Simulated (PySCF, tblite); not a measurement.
**C4H8O3Si: geometry, infrared bands and NMR shifts**

Wanted: the infrared bands and NMR shifts of C4H8O3Si (`COC[Si@H]1COC1=O`), by calculation.

Programs: tblite 0.8.0 and PySCF 2.14.0, with density-fitted response routines of our own. Each step states its level of theory. These are calculated values for one molecule in the gas phase, unless marked as measured. Atoms are numbered from 0 throughout.

**1. The starting structure**

16 atoms, charge 0, multiplicity 1; geometry from: force field or distance geometry start.

Bonds of the start (Å): C0–O1 1.39, O1–C2 1.38, C2–Si3 1.85, Si3–C4 1.85, C4–O5 1.42, O5–C6 1.40, C6–O7 1.27, C6–Si3 1.85, C0–H8 1.09, C0–H9 1.11, C0–H10 1.11, C2–H11 1.13, C2–H12 1.12, Si3–H13 1.44, C4–H14 1.08, C4–H15 1.10.

**2. Geometry optimisation with GFN2-xTB**

The job: settings as JSON, then the geometry in Å.

```
{"job": {"kind": "relax", "xc": "GFN2-xTB", "basis": "xTB"}, "charge": 0, "multiplicity": 1}
C      2.494000     0.304800    -0.146700
O      1.870300    -0.913100    -0.408400
C      0.643300    -0.996600     0.218600
Si    -0.534700     0.308400    -0.358400
C     -2.275200    -0.224900    -0.710800
O     -2.692500     0.907300     0.040600
C     -1.712300     0.685200     1.016200
O     -1.694000     0.736600     2.282900
H      1.907400     1.153100    -0.506300
H      2.650000     0.412600     0.944200
H      3.472100     0.320400    -0.679100
H      0.242300    -2.046700     0.112300
H      0.824200    -0.855500     1.318100
H     -0.029400     1.439200    -1.087200
H     -2.615200    -1.162000    -0.289100
H     -2.558100    -0.059700    -1.758200
```

The run is started by

```
OMP_NUM_THREADS=1 python probes_run.py task.json out
```

This one command runs all jobs of the session in turn.

**Question.** This job is followed by: GFN2-xTB harmonic vibrations, gas phase; GIAO PBE0/pcSseg-1 NMR shielding, non-relativistic, gas phase. What will the session give for the following? strongest single infrared mode (GFN2-xTB); zero-point energy (GFN2-xTB); ¹³C shifts against TMS (PBE0/pcSseg-1); ¹H shifts against TMS (PBE0/pcSseg-1, means over atoms taken as alike); ¹⁷O shifts against H2O (PBE0/pcSseg-1); ²⁹Si shifts against TMS (PBE0/pcSseg-1).

**Answer**, as computed:

| quantity | value |
| --- | --- |
| strongest single infrared mode (GFN2-xTB) | 1801 cm⁻¹, 473 km/mol |
| zero-point energy (GFN2-xTB) | 72.6 kcal/mol |
| ¹³C shifts against TMS (PBE0/pcSseg-1) | 183.4, 65.8, 64.6, 53.8 ppm |
| ¹H shifts against TMS (PBE0/pcSseg-1, means over atoms taken as alike) | 5.59, 4.37, 4.00, 3.88, 3.85, 3.58 ppm |
| ¹⁷O shifts against H2O (PBE0/pcSseg-1) | 512.2, 314.3, 2.6 ppm |
| ²⁹Si shifts against TMS (PBE0/pcSseg-1) | 18.9 ppm |

In words: Relaxing lowered the energy by 1.515 eV in 151 steps; the close pair that moved most is Si3–C6, from 1.849 to 1.952 Å. No mode is imaginary among the 42: a minimum at this level. The strongest single mode, at 1801 cm⁻¹, moves mainly C6 and O7. Unscaled tight-binding wavenumbers are off by several per cent, some by more. Its intensities can rank the bands wrongly. At PBE0/pcSseg-1: Shielding is most anisotropic at O7 (span 693 ppm, paramagnetic term -578 ppm).
